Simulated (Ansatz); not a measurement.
I need a single point of YAl3, space group Pm-3m. Use Ansatz 0.2.0, Python API. Level of theory: LDA, PAW, the default cutoff (420 eV here), 6×6×6 k-points, Gaussian smearing of 0.1 eV.

Contents of `yal3.xyz`:
```text
4
Lattice="4.24003056 0.0 0.0 0.0 4.24003056 0.0 0.0 0.0 4.24003056" Properties=species:S:1:pos:R:3 pbc="T T T"
Y     0.00000000    0.00000000    0.00000000
Al    0.00000000    2.12001528    2.12001528
Al    2.12001528    2.12001528    0.00000000
Al    2.12001528    0.00000000    2.12001528
```

The script, `run_scf.py`:
```python
"""Self-consistent field of YAl3 at the given structure."""

from pathlib import Path
import sys

import ansatz as az
import numpy as np
import pandas as pd

cell = az.Crystal.from_extxyz("yal3.xyz")

# the calculation
model = (
    cell.calculation()
    .functional("LDA")
    .occupations("gaussian", width=0.1)
    .kpoints(6, shift=0.5)
    .scf(max_iterations=100, algorithm="direct_min")
    .mixing("anderson", beta=0.7)
    .compute(band_table=True, forces=True, density=True, potential=True, electron_localization_function=True, output_files={"volumetric_format": "npy"}, stress=True)
)
try:
    res = model.run(threads=1, backend="cpu")
except az.NonConvergedError as error:
    sys.exit(f"no convergence: {error}")
except az.RefusalError as error:
    sys.exit(f"input refused: {error}")
r = res.report

energy = r["free_energy_ev"]
print("YAl3: {:.6f} eV = {:.6f} Ry = {:.6f} Ha".format(energy, energy / 13.605693, energy / 27.211386))
print("Fermi level {:.4f} eV, {} k-points, {} symmetry operations".format(r["fermi_energy_ev"], r["n_kpoints"], r["n_symmetry_ops"]))

edges = r.get("band_edges_ev")
if edges:
    print(f"band edges on the mesh: {edges[0]:.3f} and {edges[1]:.3f} eV, gap {edges[1] - edges[0]:.3f} eV")
else:
    print("no band edges reported (a metal, or a gap too narrow for this smearing); Fermi level", round(r["fermi_energy_ev"], 3), "eV")

# forces, one row an atom
table = pd.DataFrame(r["forces_ev_ang"], columns=["fx", "fy", "fz"])
table.insert(0, "atom", [site["symbol"] for site in r["lattice"]["sites"]])
print(table.round(4).to_string())

folder = Path(res.write_results("fields"))
print("densities in e/A^3, potentials in eV, ELF without unit")
for name in sorted(p.name for p in folder.glob("*.npy")):
    field = np.load(folder / name)
    print(f"{name:16s} {str(field.shape):16s} min {field.min():10.4f}  mean {field.mean():10.4f}  max {field.max():10.4f}")

if res.unlabelled_reasons:
    print("not a label:", res.unlabelled_reasons)
else:
    print(res.training_frame().splitlines()[0], "atoms in the frame")

# the stress is positive in compression
stress = np.array(r["stress_gpa"])
print(f"pressure {np.trace(stress) / 3:.3f} GPa")
print("stress tensor, GPa, positive in compression")
print(np.round(stress, 3) + 0.0)
```

```console
$ python run_scf.py
DeckWarning: basis.ecutwfc = 420 eV, auto-derived from the records' recommended cutoffs: set by Y (normal level)
YAl3: -5286.024570 eV = -388.515643 Ry = -194.257822 Ha
Fermi level 9.0253 eV, 10 k-points, 48 symmetry operations
no band edges reported (a metal, or a gap too narrow for this smearing); Fermi level 9.025 eV
  atom   fx   fy   fz
0    Y -0.0  0.0  0.0
1   Al  0.0  0.0  0.0
2   Al -0.0 -0.0 -0.0
3   Al -0.0 -0.0  0.0
densities in e/A^3, potentials in eV, ELF without unit
elf.npy          (30, 30, 30)     min     0.0269  mean     0.4656  max     0.8512
rho.npy          (30, 30, 30)     min     0.0621  mean     0.2624  max     3.7281
v_es.npy         (30, 30, 30)     min   -54.3119  mean     3.6454  max    11.8493
v_tot.npy        (30, 30, 30)     min   -83.2241  mean    -6.6341  max     4.4039
4 atoms in the frame
pressure -3.185 GPa
stress tensor, GPa, positive in compression
[[-3.185  0.     0.   ]
 [ 0.    -3.185  0.   ]
 [ 0.     0.    -3.185]]
```
(Warnings from the package without file and line.)

What to keep in mind:
- These settings explore the input space; cutoff and mesh may be short of convergence.
- The mesh is modest for a metal, so energies can be off by several to tens of meV an atom and pressures by half a GPa or more; differences at equal mesh fare better.
- Only differences from the Fermi energy are physical; the zero of the scale is a convention.
- Densities and potentials on the grid are those of the valence electrons, and inside the cores they hang on the potentials used.
- This cell is a computed structure, which may not be the phase found in nature.
- Levels are Kohn-Sham eigenvalues on this mesh, without spin-orbit coupling.
- The whole script took 2.4 s on 1 thread of Arm Neoverse V2 (shared host), peak memory 0.4 GiB.
